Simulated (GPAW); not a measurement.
A run of GPAW 26.7.0 is set up as follows.

The input run.py:

```python
from ase import Atoms
from ase.filters import FrechetCellFilter
from ase.io import write
from ase.optimize import BFGS
from gpaw import GPAW, PW, setup_paths

setup_paths.insert(0, '.')

atoms = Atoms(['In', 'In', 'In', 'Se'],
              cell=[[4.803758, 0.0, 0.0],
                    [0.0, 4.803758, 0.0],
                    [0.0, 0.0, 4.803758]],
              scaled_positions=[[0.5, 0.5, 0.0],
                                [0.5, 0.0, 0.5],
                                [0.0, 0.5, 0.5],
                                [0.0, 0.0, 0.0]],
              pbc=True)

calc = GPAW(mode=PW(600),
            xc='PBEsol',
            kpts={'size': (6, 6, 6), 'gamma': True},
            occupations={'name': 'fermi-dirac', 'width': 0.05},
            nbands=37,
            convergence={'density': 1e-05, 'forces': 0.0001},
            maxiter=150,
            txt='gpaw.txt')
atoms.calc = calc
opt = BFGS(FrechetCellFilter(atoms), trajectory='relax.traj', logfile='-')
done = opt.run(fmax=0.02, steps=60)
calc.write('gs.gpw')
write('result.traj', atoms)
print('Converged:', done)
print('Cell:', atoms.cell.cellpar().round(4))
print('Volume:', round(atoms.get_volume(), 4))
print(atoms.get_scaled_positions().round(5))
```

Potentials or basis: PAW data sets generated in the run's folder for this functional, pw.

Command:

```sh
$ gpaw-setup -f PBEsol In Se
$ OMP_NUM_THREADS=1 python run.py
```

**Question.** What does it give for the relaxed volume?

**Answer.** 25.37 Å³/atom.

**Question.** Estimate the band gap on the k mesh.

**Answer.** None (metal or under the smearing width).

Final structure:
```xyz
4
Lattice="4.6645 0.0000 0.0000 0.0000 4.6645 0.0000 0.0000 0.0000 4.6645" Properties=species:S:1:pos:R:3 pbc="T T T"
In    2.3323    2.3323    0.0000
In    2.3323    0.0000    2.3323
In    0.0000    2.3323    2.3323
Se    0.0000    0.0000    0.0000
```

Caveat: later steps reuse the first step's grids.
